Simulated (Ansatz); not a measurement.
Set up this calculation in Ansatz 0.2.0, as the native input.

```yaml
Task: relaxation of cell and atoms
Functional: RPBE
Potentials_or_basis: Ansatz PAW
Cutoff: "420 eV (not typed: the program's choice for these potentials)"
k_mesh: 10 × 10 × 8
Occupations: fermi-dirac, width 0.05 eV
Spin: no spin polarisation
```

Crystal: AgB2.

```xyz
3
Lattice="3.0000 0.0000 0.0000 -1.5000 2.5981 0.0000 0.0000 0.0000 3.2400" Properties=species:S:1:pos:R:3 pbc="T T T"
Ag    0.0000    0.0000    0.0000
B     1.5000    0.8660    1.6200
B     0.0000    1.7321    1.6200
```

One way to write it, as run:

input.yaml

```yaml
crystal:
  lattice:
    - [3.0, 0.0, 0.0]
    - [-1.5, 2.5980762114, 0.0]
    - [0.0, 0.0, 3.24]
  atoms:
    - { symbol: Ag, position: [0.0, 0.0, 0.0] }
    - { symbol: B, position: [0.6666666667, 0.3333333333, 0.5] }
    - { symbol: B, position: [0.3333333333, 0.6666666667, 0.5] }
hamiltonian:
  xc: rpbe
  pseudopotentials: { kind: paw }
kpoints:
  mp_grid: { grid: [10, 10, 8] }
scf:
  occupations: { method: fermi_dirac, width: 0.05 }
output:
  forces: true
  stress: true
  eigenvalues: true
relax:
  f_tol: 0.01
  max_steps: 40
  cell: { stress_tol: 0.05 }
```

Potentials or basis: Ansatz PAW.

Run with:

```console
$ ansatz run input.yaml --threads 2 --pin off --max-ram 5632MiB --backend cpu --events-out ev --progress --plain --runs-dir out
```

Results of the run:

```yaml
Relaxed_volume: 11.03 Å³/atom
Relaxed_cell: a = 3.038 Å, b = 3.038 Å, c = 4.138 Å, α = 90.00°, β = 90.00°, γ = 120.00°
Space_group_after_relaxing_to_0.05_Å: P6/mmm (No. 191)
Energy_gained_by_relaxing: 502.2 meV/atom
Ionic_steps: 13
Pressure_after_relaxing: 0.0 GPa
Band_gap_on_the_k_mesh: none (metal or under the smearing width)
```

Caveat: the volume moved by over 15 % at a fixed basis, so the end points are rough; the plane-wave basis is chosen anew once the cell has moved, so the energies of steps on either side of that aren't comparable; the PAW data sets come from PBE, with cores solved anew for the run's functional, which leaves a small shift of forces and pressure.

Run time: 16 s on 2 threads of Arm Neoverse V1, with other jobs on the host, peak memory 0.34 GiB.
